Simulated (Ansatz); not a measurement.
# CH11BOSi3: the cost of one run

All numbers below are computed with Ansatz 0.2.0 (RKS B3LYP-D4/6-31G*).

## (1) Starting point

Bond lengths (14 of 16 bonds, heavy atoms first): B1–O2 1.439 Å, O2–Si3 1.725 Å, Si3–Si4 2.277 Å, Si3–C5 1.884 Å, C5–Si6 1.890 Å, B1–H7 1.225 Å, B1–H8 1.118 Å, Si3–H9 1.411 Å, Si4–H10 1.530 Å, Si4–H11 1.423 Å, Si4–H12 1.434 Å, C5–H13 1.071 Å, C5–H14 1.065 Å, Si6–H15 1.467 Å. Angles (14 of 28 angles, heavy atoms first): B1–O2–Si3 105.1°, O2–Si3–Si4 109.4°, O2–Si3–C5 108.9°, Si4–Si3–C5 105.3°, Si3–C5–Si6 108.9°, O2–B1–H7 116.1°, O2–B1–H8 123.2°, O2–Si3–H9 111.7°, Si4–Si3–H9 112.5°, C5–Si3–H9 108.7°, Si3–Si4–H10 105.1°, Si3–Si4–H11 110.4°, Si3–Si4–H12 109.0°, Si3–C5–H13 110.2°.

Its coordinates follow in the input file.

## (2) End point A

input.yaml

```yaml
crystal:
  periodic: [false, false, false]
  atoms:
    - { symbol: B, position_ang: [-1.917, -0.9655, 1.5645] }
    - { symbol: O, position_ang: [-0.6932, -0.2127, 1.4816] }
    - { symbol: Si, position_ang: [-0.1782, -0.3696, -0.1576] }
    - { symbol: Si, position_ang: [0.9566, -2.3277, -0.4118] }
    - { symbol: C, position_ang: [1.076, 0.9847, -0.5368] }
    - { symbol: Si, position_ang: [0.2275, 2.6658, -0.3766] }
    - { symbol: H, position_ang: [-2.9503, -0.3397, 1.3608] }
    - { symbol: H, position_ang: [-1.9524, -2.0461, 1.8472] }
    - { symbol: H, position_ang: [-1.2587, -0.2518, -1.0576] }
    - { symbol: H, position_ang: [-0.0637, -3.4236, -0.0987] }
    - { symbol: H, position_ang: [2.0101, -2.4191, 0.5407] }
    - { symbol: H, position_ang: [1.3847, -2.445, -1.7752] }
    - { symbol: H, position_ang: [1.8676, 0.9692, 0.1849] }
    - { symbol: H, position_ang: [1.4357, 0.8772, -1.5334] }
    - { symbol: H, position_ang: [-0.8908, 2.6998, -1.3253] }
    - { symbol: H, position_ang: [1.1994, 3.7515, -0.6583] }
    - { symbol: H, position_ang: [-0.2722, 2.8522, 0.9918] }
basis:
  gaussian: { orbitals: "6-31G*" }
hamiltonian:
  xc: b3lyp
  dispersion: d4
relax:
  f_tol: 0.02
  max_steps: 50
```

Started as:

```sh
$ ansatz run input.yaml --threads 2 --pin off --max-ram 3072MiB --backend cpu --events-out ev --progress --plain --runs-dir out
```

Q: Estimate wall time and peak memory on 2 threads of AMD EPYC 9R45 (Zen 5), shared host.

About 53 s, with a peak of 0.35 GiB.
